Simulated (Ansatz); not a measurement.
# ClFHSb, SMILES [F][SbH][Cl]: a ladder of basis sets

With the Python package of Ansatz (0.2.0).

Notebook, run cell by cell (the value of a cell's last expression is shown):

In [1]:
```python
from dataclasses import dataclass

import ansatz as az
```

In [2]:
```python
@dataclass(frozen=True)
class Settings:
    xc: str = "HF"
```

In [3]:
```python
opts = Settings()
```

In [4]:
```python
GEOMETRY = """
F    -1.53740    0.18750    0.57640
Sb   -0.22450   -0.21480   -0.82440
Cl    1.11570   -1.34930    0.77710
H     0.70170    1.31620   -0.54940
"""
```

In [5]:
```python
system = az.Crystal.molecule()
for line in GEOMETRY.strip().splitlines():
    symbol, *xyz = line.split()
    system = system.atom(symbol, [float(v) for v in xyz])

model = system.calculation().functional(opts.xc)
```

In [6]:
```python
energies = {}
for basis in ["def2-SVP", "def2-SVPD", "def2-TZVP", "def2-TZVPP"]:
    data = model.basis(gaussian=basis).run().report
    size = data["n_frozen"] + data["n_occupied"][0] + data["n_virtual"][0]
    energies[basis] = (data["reference_energy_ev"] / 27.211386246, data["free_energy_ev"] / 27.211386246)
    print(f"{basis:14s} {size:4d} orbitals  reference {energies[basis][0]:14.6f} Ha  total {energies[basis][1]:14.6f} Ha")
```
```text
def2-SVP         63 orbitals  reference    -798.582394 Ha  total    -798.582394 Ha
def2-SVPD        90 orbitals  reference    -798.605773 Ha  total    -798.605773 Ha
def2-TZVP       124 orbitals  reference    -798.888234 Ha  total    -798.888234 Ha
def2-TZVPP      137 orbitals  reference    -798.888589 Ha  total    -798.888589 Ha
```

In [7]:
```python
last = energies["def2-TZVPP"][1]
for basis, (_, total) in energies.items():
    print(f"{basis:14s} lies {27.211386 * (total - last):9.4f} eV above def2-TZVPP")
```
```text
def2-SVP       lies    8.3320 eV above def2-TZVPP
def2-SVPD      lies    7.6958 eV above def2-TZVPP
def2-TZVP      lies    0.0097 eV above def2-TZVPP
def2-TZVPP     lies    0.0000 eV above def2-TZVPP
```

Against def2-SVP: def2-SVPD -23.4 mHa, def2-TZVP -305.8 mHa and def2-TZVPP -306.2 mHa. The last step alone is -0.36 mHa (these two sets differ little on atoms other than hydrogen). From the first set to the last the time grows from 0.6 to 2.4 s.

The drop along the ladder measures the basis error, and is no property of the molecule. The geometry is a force-field or estimated start, not a minimum of this method, and the last set is no limit. Much of the fall in a total is atomic energy, which cancels in bond and reaction energies. def2 sets replace the cores of elements past krypton by effective core potentials. It ran for 6.8 s on 1 thread of Arm Neoverse V1, with other jobs on the host, peak memory 0.32 GiB.
